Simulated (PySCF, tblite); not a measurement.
# C₃H₁₁BSSi: geometry, infrared bands and NMR shifts

Wanted: the infrared bands and NMR shifts of C₃H₁₁BSSi (`CCB[SiH2]SC`), by calculation.

Computed with tblite 0.8.0 and PySCF 2.14.0, with density-fitted response routines of our own, on a single molecule in the gas phase. Atoms count from 0, in the outputs and in this text.

## Step 1: The starting structure

17 atoms, charge 0, multiplicity 1; geometry from: force field or distance geometry start.

Bonds of the start (Å): C0–C1 1.52, C1–B2 1.60, B2–Si3 1.91, Si3–S4 2.14, S4–C5 1.82, C0–H6 1.13, C0–H7 1.12, C0–H8 1.12, C1–H9 1.10, C1–H10 1.09, B2–H11 1.20, Si3–H12 1.47, Si3–H13 1.47, C5–H14 1.13, C5–H15 1.11, C5–H16 1.12.

## Step 2: Geometry optimisation with GFN2-xTB

Job settings and geometry (Å):

```
{"job": {"kind": "relax", "xc": "GFN2-xTB", "basis": "xTB"}, "charge": 0, "multiplicity": 1}
C     -3.034700     0.059200     0.727000
C     -1.803500     0.532700    -0.024700
B     -0.936800    -0.776000    -0.359500
Si     0.913600    -0.970600     0.086200
S      2.164000     0.546800    -0.759600
C      3.568300     0.836400     0.353600
H     -3.742800     0.934200     0.709800
H     -2.800300    -0.231700     1.783900
H     -3.533000    -0.791500     0.205600
H     -1.229300     1.280200     0.545100
H     -2.141200     0.919700    -0.990500
H     -1.586700    -1.776200    -0.479700
H      1.366800    -2.254100    -0.476000
H      1.170800    -0.980300     1.531300
H      3.539200     1.908000     0.711100
H      4.531900     0.638300    -0.149700
H      3.546600     0.136900     1.225700
```

Started as:

```sh
$ OMP_NUM_THREADS=1 python probes_run.py task.json out
```

The driver reads the jobs from task.json and runs them one after another.

**Question.** This job is followed by: GFN2-xTB harmonic vibrations, gas phase; GIAO PBE0/pcSseg-1 NMR shielding, non-relativistic, gas phase. What will the session give for the following? strongest single infrared mode (GFN2-xTB); zero-point energy (GFN2-xTB); ¹³C shifts against TMS (PBE0/pcSseg-1); ¹H shifts against TMS (PBE0/pcSseg-1, means over atoms taken as alike); ¹¹B shifts against BF3·OEt2 (PBE0/pcSseg-1); ²⁹Si shifts against TMS (PBE0/pcSseg-1); ³³S shifts against CS2 (PBE0/pcSseg-1).

As calculated:

```
                                                              quantity                              value
                             strongest single infrared mode (GFN2-xTB)              2152 cm⁻¹, 382 km/mol
                                          zero-point energy (GFN2-xTB)                      82.2 kcal/mol
                                ¹³C shifts against TMS (PBE0/pcSseg-1)               36.3, 16.7, 15.6 ppm
¹H shifts against TMS (PBE0/pcSseg-1, means over atoms taken as alike)  10.06, 4.83, 2.27, 2.02, 1.39 ppm
                           ¹¹B shifts against BF3·OEt2 (PBE0/pcSseg-1)                          113.6 ppm
                               ²⁹Si shifts against TMS (PBE0/pcSseg-1)                          -46.6 ppm
                                ³³S shifts against CS2 (PBE0/pcSseg-1)                           -237 ppm
```

In words: Relaxing lowered the energy by 0.574 eV in 141 steps; the close pair that moved most is C5–H14, from 1.130 to 1.085 Å. All 45 modes are real, so the xTB geometry is a minimum. The strongest single mode, at 2152 cm⁻¹, moves mainly H13 and H12. Unscaled tight-binding wavenumbers are off by several per cent, some by more. Its intensities can rank the bands wrongly. At PBE0/pcSseg-1: Shielding is most anisotropic at S4 (span 309 ppm, paramagnetic term -321 ppm).
